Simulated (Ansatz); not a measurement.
# BaCrO2: the cost of one run

Program: Ansatz 0.2.0. Level of theory: DFT PBE, scalar-relativistic, plane waves, PAW. These are calculated values, not measurements.

## 1. The starting structure

The structure is tetragonal, space group P4/mmm (No. 123). Conventional cell: a = 4.059 Å, b = 4.059 Å, c = 4.056 Å, α = 90.00°, β = 90.00°, γ = 90.00°. Around Ba (site symmetry 4/mmm) lie 8 O at 2.87 Å. Around Cr (site symmetry 4/mmm) lie 4 O at 2.03 Å. O (site symmetry mmm) has 2 Cr at 2.03 Å and 4 Ba at 2.87 Å as nearest neighbours.

As a file:

```
CELL_PARAMETERS angstrom
4.05900 0.00000 0.00000
0.00000 4.05900 0.00000
0.00000 0.00000 4.05617
ATOMIC_POSITIONS crystal
Ba 0.50000 0.50000 0.50000
Cr 0.00000 0.00000 0.00000
O 0.50000 0.00000 0.00000
O 0.00000 0.50000 0.00000
```

The cell is invented: perovskite family, infinite layers (P4/mmm, No. 123). Lengths come from tabulated atomic sizes and are only a guess.

## 2. The guess as it stands, on a coarse mesh

Input file input.yaml:

```yaml
crystal:
  lattice:
    - [4.059, 0.0, 0.0]
    - [0.0, 4.059, 0.0]
    - [0.0, 0.0, 4.05617048]
  atoms:
    - { symbol: Ba, position: [0.5, 0.5, 0.5] }
    - { symbol: Cr, position: [0.0, 0.0, 0.0], spin: 3.0 }
    - { symbol: O, position: [0.5, 0.0, 0.0] }
    - { symbol: O, position: [0.0, 0.5, 0.0] }
basis:
  ecutwfc: 420
kpoints:
  mp_grid: { grid: [4, 4, 4] }
hamiltonian:
  xc: pbe
scf:
  occupations: { method: gaussian, width: 0.1 }
  lower_state_search: "off"
output:
  forces: true
  stress: true
  eigenvalues: true
  populations: true
magnetization:
  spin_polarized: true
```

Command:

```bash
$ ansatz run input.yaml --threads 1 --pin off --max-ram 2048MiB --backend cpu --events-out ev --progress --plain --runs-dir out
```

Q: Estimate wall time and peak memory on 1 thread of Intel Xeon 6975P-C (Granite Rapids), shared host.

About 3.2 s, with a peak of 0.42 GiB.
